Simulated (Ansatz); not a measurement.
Write a Python script for the Ansatz DFT code, driven from Python that makes a test of scalar relativity of BBr. Use (for the species named): PBE0, cc-pVTZ basis, multiplicity 1.

```xyz
2

B     0.0000    0.0000    0.0000
Br    0.0000    0.0000    1.9300
```

`bbr.py`
```python
import ansatz as az
import numpy as np

GEOMETRY = """
B     0.00000    0.00000    0.00000
Br    0.00000    0.00000    1.93000
"""

geometry = az.Crystal.molecule()
for line in GEOMETRY.strip().splitlines():
    symbol, *xyz = line.split()
    geometry = geometry.atom(symbol, [float(v) for v in xyz])

setup = geometry.calculation().functional("pbe0").forces()
sets = {"none": "cc-pVTZ", "scalar": "cc-pVTZ-DK"}
found = {kind: setup.basis(gaussian=basis).pseudopotentials(relativity=kind).run(threads=1, pin="off").report for kind, basis in sets.items()}
for kind, each in found.items():
    dipole = 4.803205 * np.linalg.norm(each["charge_distribution"]["dipole_moment_e_ang"])
    print(f"{kind:7s} E = {each['free_energy_ev']:.4f} eV  dipole {dipole:.3f} D  largest force component {np.abs(each['forces_ev_ang']).max():.4f} eV/A")
print(f"relativity lowers the total energy by {found['none']['free_energy_ev'] - found['scalar']['free_energy_ev']:.3f} eV")
```

```console
$ python bbr.py
none    E = -70712.7005 eV  dipole 1.214 D  largest force component 0.5217 eV/A
scalar  E = -71585.9556 eV  dipole 1.203 D  largest force component 0.6033 eV/A
relativity lowers the total energy by 873.255 eV
```

The total moves by -873.3 eV, nearly all in the cores, and the dipole from 1.21 to 1.20 D.

Reading the output:
- Total energies depend on the basis set; only differences at equal settings carry meaning.
- The geometry is a force-field or estimated start, not a minimum of this method. The basis set changes with the Hamiltonian (a set recontracted for scalar relativity), and most of the change in the total lies in the cores.
- The spin state was assumed, and another may lie lower.
- The whole script took 3.3 s on 1 thread of Arm Neoverse V1, with other jobs on the host, peak memory 0.19 GiB.
